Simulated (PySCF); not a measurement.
**Lu(BH4)3: other functionals and bases at one geometry**

An exercise on one series of results from a longer session: the logs are not shown, and one member is left open.

Program: PySCF 2.14.0. Level of theory: several levels, as the steps say, no spin–orbit coupling. These are calculated values, not measurements.

3 further runs of the same task are left out: 2 for a known fault of the program, 1 that didn't finish.

## Where the work starts

16 atoms, charge 0, spin multiplicity 1.

Bond lengths: Lu1–B2 2.395 Å, Lu1–H4 2.208 Å, Lu1–H5 2.208 Å, Lu1–H6 2.261 Å, Lu1–B7 2.395 Å, Lu1–H9 2.208 Å, Lu1–H10 2.208 Å, Lu1–H11 2.261 Å, Lu1–B12 2.395 Å, Lu1–H14 2.208 Å, Lu1–H15 2.208 Å, Lu1–H16 2.261 Å, B2–H3 1.211 Å, B2–H4 1.270 Å, B2–H5 1.270 Å, B2–H6 1.255 Å, B7–H8 1.211 Å, B7–H9 1.270 Å and more. Angles: B2–Lu1–H4 31.7°, B2–Lu1–H5 31.7°, B2–Lu1–H6 31.1°, B2–Lu1–B7 120.0°, B2–Lu1–H9 101.4°, B2–Lu1–H10 101.4°, B2–Lu1–H11 151.1°, B2–Lu1–B12 120.0°, B2–Lu1–H14 130.7°, B2–Lu1–H15 130.7°, B2–Lu1–H16 88.9°, H4–Lu1–H5 54.2°, H4–Lu1–H6 53.6°, H4–Lu1–B7 130.7°, H4–Lu1–H9 100.9°, H4–Lu1–H10 127.1°, H4–Lu1–H11 150.6°, H4–Lu1–B12 101.4° and more.

Geometry (Å):

```xyz
16

Lu    0.0000    0.0000    0.0000
B     2.3947    0.0186    0.0000
H     3.6048   -0.0264    0.0000
H     1.8827   -0.5647    1.0057
H     1.8827   -0.5647   -1.0057
H     1.9271    1.1828    0.0000
B    -1.2135    2.0646    0.0000
H    -1.7796    3.1351    0.0000
H    -0.4523    1.9128    1.0057
H    -0.4523    1.9128   -1.0057
H    -1.9879    1.0775    0.0000
B    -1.1812   -2.0832    0.0000
H    -1.8253   -3.1087    0.0000
H    -1.4304   -1.3482    1.0057
H    -1.4304   -1.3482   -1.0057
H     0.0608   -2.2603    0.0000
```

Formal oxidation states: Lu +3. Each metal's 14 4f electrons lie in its core potential, so multiplicities, spins and levels count the valence alone. An earlier session relaxed this geometry at BP86, Lu lcecp-1-SVP with ECP60, B def2-SVP, H def2-SVP (singlet, point group C3h).

At BP86 on the finer grid: E = -121.791761 Eh, HOMO -8.27 eV, LUMO -3.50 eV, Mulliken charge on Lu1 +0.30 e, largest force component 0.013 eV/Å. 

Levels to run: CAM-B3LYP; PBE0; r2SCAN; PBE; BP86, TZVP. Hardware: 4 threads of Arm Neoverse V2, shared host.

The first run:

Contents of run.py (the lines that set the calculation):

```python
mol = gto.M(atom='''
Lu     0.00000     0.00000     0.00000
B      2.39470     0.01860     0.00000
H      3.60485    -0.02639     0.00000
H      1.88275    -0.56468     1.00575
H      1.88275    -0.56468    -1.00575
H      1.92712     1.18282     0.00000
B     -1.21346     2.06457     0.00000
H     -1.77957     3.13508     0.00000
H     -0.45235     1.91285     1.00575
H     -0.45235     1.91285    -1.00575
H     -1.98791     1.07753     0.00000
B     -1.18124    -2.08317     0.00000
H     -1.82528    -3.10869     0.00000
H     -1.43040    -1.34817     1.00575
H     -1.43040    -1.34817    -1.00575
H      0.06079    -2.26035     0.00000''',
    basis={'Lu': 'lcecp-1-SVP', 'B': 'def2-SVP', 'H': 'def2-SVP'},
    ecp={'Lu': 'lcecp-1-SVP'},
    charge=0, spin=0)
mf = dft.RKS(mol, xc='CAMB3LYP')
mf.grids.atom_grid = (75, 302)  # f atoms: unpruned, at least (60, 302)
mf = mf.density_fit()  # fitting sets: Lu AutoAux, B def2-universal-JKFIT, H def2-universal-JKFIT
mf.conv_tol = 1e-08; mf.max_cycle = 55
mf.kernel(dm0)  # dm0: the density of the relaxed state
```

Started as:

```bash
> OMP_NUM_THREADS=4 python run.py
```

Among the steps run: CAM-B3LYP; PBE0; r2SCAN; PBE; BP86, TZVP.

One of the session's tables, all rows but one given; the rest of the session is left out.

```
              level  HOMO (eV)  gap (eV)  charge on Lu1 (e)  largest force component (eV/Å)
BP86 (relaxed here)      -8.27      4.77               0.30                            0.01
          CAM-B3LYP          ?         ?                  ?                               ?
               PBE0      -9.49      6.89               0.61                            0.19
             r2SCAN      -8.52      5.37               0.63                            0.21
                PBE      -8.17      4.75               0.25                            0.07
         BP86, TZVP      -8.31      4.82               0.96                            0.33
```

Q: Estimate the row for CAM-B3LYP from the others.

**Answer.** HOMO (eV): -10.86; gap (eV): 9.13; charge on Lu1 (e): 0.46; largest force component (eV/Å): 0.25. In the column «HOMO (eV)» it is the lowest.

In one basis the HOMO–LUMO gap runs from 4.75 eV (PBE) to 9.13 eV (CAM-B3LYP). The largest leftover force, 0.33 eV/Å with BP86, TZVP, stands at a geometry relaxed at another level. With 4f in the core, its levels are missing from HOMO and gap, and its count is fixed, so no charge can pass from the ligands into it. Total energies of different levels can't be compared.
